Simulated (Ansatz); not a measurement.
A first try at a short molecular-dynamics run of AlBrFHO, SMILES [OH][Al]([F])[Br], using Ansatz 0.2.0 through its Python package.

The script, `md_albrfho.py`:
```python
import ansatz as az
from ase import Atoms
import numpy as np


def main() -> None:
    atoms = Atoms(["O", "Al", "F", "Br", "H"], positions=[
        (0.4468, 1.3748, -0.0707),
        (-0.0228, -0.3625, -0.2422),
        (1.25, -1.5649, -0.5584),
        (-2.1993, -1.0613, -0.0362),
        (0.5752, 1.5401, 0.8661),
    ])
    mol = az.Crystal.molecule_from_ase(atoms)

    job = mol
    job = job.basis(gaussian="def2-SVP")
    job = job.functional("pbe")
    job = job.md("nvt_nose_hoover", timestep=0.5, steps=30, temperature=200, initial_velocities="maxwell_boltzmann", seed=1, thermostat_time=10)
    frames = []
    out = job.session().plan().execute(on_event=lambda e: frames.append(e["data"]) if e["event"] == "md_step" else None)
    print("t (fs)   E_pot (eV)      E_kin (eV)   T (K)   d(0-1) (A)")
    for f in frames[::1]:
        xyz = np.array(f["positions_ang"])
        print(f"{f['time_fs']:6.2f} {f['lagrangian_ev']:14.5f} {f['e_kin_ev']:10.5f} {f['temperature_k']:8.1f} {np.linalg.norm(xyz[0] - xyz[1]):9.4f}")
    kept = np.array([f["conserved_ev"] for f in frames])
    print(f"conserved energy moves by at most {1000 * np.ptp(kept):.3f} meV")


if __name__ == "__main__":
    main()
```

```console
$ python md_albrfho.py
Traceback (most recent call last):
  File "md_albrfho.py", line 31, in <module>
    main()
    ~~~~^^
  File "md_albrfho.py", line 17, in main
    job = job.basis(gaussian="def2-SVP")
          ^^^^^^^^^
AttributeError: 'Crystal' object has no attribute 'basis'
```

Find the fault and give the corrected script.

The fault: settings are called on the crystal, without .calculation(). Mended:

Script `md_albrfho.py`:
```python
import ansatz as az
from ase import Atoms
import numpy as np


def main() -> None:
    atoms = Atoms(["O", "Al", "F", "Br", "H"], positions=[
        (0.4468, 1.3748, -0.0707),
        (-0.0228, -0.3625, -0.2422),
        (1.25, -1.5649, -0.5584),
        (-2.1993, -1.0613, -0.0362),
        (0.5752, 1.5401, 0.8661),
    ])
    mol = az.Crystal.molecule_from_ase(atoms)

    job = mol.calculation()
    job = job.basis(gaussian="def2-SVP")
    job = job.functional("pbe")
    job = job.md("nvt_nose_hoover", timestep=0.5, steps=30, temperature=200, initial_velocities="maxwell_boltzmann", seed=1, thermostat_time=10)
    frames = []
    out = job.session().plan().execute(on_event=lambda e: frames.append(e["data"]) if e["event"] == "md_step" else None)
    print("t (fs)   E_pot (eV)      E_kin (eV)   T (K)   d(0-1) (A)")
    for f in frames[::1]:
        xyz = np.array(f["positions_ang"])
        print(f"{f['time_fs']:6.2f} {f['lagrangian_ev']:14.5f} {f['e_kin_ev']:10.5f} {f['temperature_k']:8.1f} {np.linalg.norm(xyz[0] - xyz[1]):9.4f}")
    kept = np.array([f["conserved_ev"] for f in frames])
    print(f"conserved energy moves by at most {1000 * np.ptp(kept):.3f} meV")


if __name__ == "__main__":
    main()
```

With that change:

```console
$ python md_albrfho.py
t (fs)   E_pot (eV)      E_kin (eV)   T (K)   d(0-1) (A)
  0.00   -81394.87406    0.07756    200.0    1.8078
  0.50   -81394.87503    0.07854    202.5    1.8079
  1.00   -81394.88013    0.08356    215.5    1.8077
  1.50   -81394.88831    0.09158    236.2    1.8070
  2.00   -81394.89778    0.10081    260.0    1.8060
  2.50   -81394.90698    0.10965    282.8    1.8047
  3.00   -81394.91531    0.11744    302.9    1.8031
  3.50   -81394.92328    0.12455    321.2    1.8011
  4.00   -81394.93208    0.13202    340.5    1.7989
  4.50   -81394.94300    0.14097    363.5    1.7964
  5.00   -81394.95681    0.15195    391.9    1.7937
  5.50   -81394.97346    0.16465    424.6    1.7908
  6.00   -81394.99203    0.17780    458.5    1.7876
  6.50   -81395.01098    0.18958    488.9    1.7843
  7.00   -81395.02873    0.19816    511.0    1.7809
  7.50   -81395.04421    0.20242    522.0    1.7772
  8.00   -81395.05733    0.20238    521.9    1.7735
  8.50   -81395.06896    0.19914    513.5    1.7696
  9.00   -81395.08034    0.19431    501.1    1.7656
  9.50   -81395.09236    0.18914    487.7    1.7615
 10.00   -81395.10494    0.18399    474.5    1.7574
 10.50   -81395.11717    0.17845    460.2    1.7533
 11.00   -81395.12781    0.17187    443.2    1.7491
 11.50   -81395.13603    0.16399    422.9    1.7450
 12.00   -81395.14175    0.15515    400.1    1.7409
 12.50   -81395.14560    0.14620    377.0    1.7369
 13.00   -81395.14856    0.13810    356.1    1.7330
 13.50   -81395.15159    0.13161    339.4    1.7292
 14.00   -81395.15525    0.12703    327.6    1.7254
 14.50   -81395.15958    0.12411    320.1    1.7218
 15.00   -81395.16414    0.12219    315.1    1.7182
conserved energy moves by at most 0.529 meV
```

Notes:
- Total energies depend on the basis set; only differences at equal settings carry meaning.
- The trajectory is only some femtoseconds long, so its temperature is not equilibrated; where the script doesn't relax first, it starts from a rough generated geometry.
- The temperature counts the internal degrees of freedom alone.
- Hardware and time: 52 s on 1 thread of Arm Neoverse V2, on a shared host, peak memory 0.22 GiB.
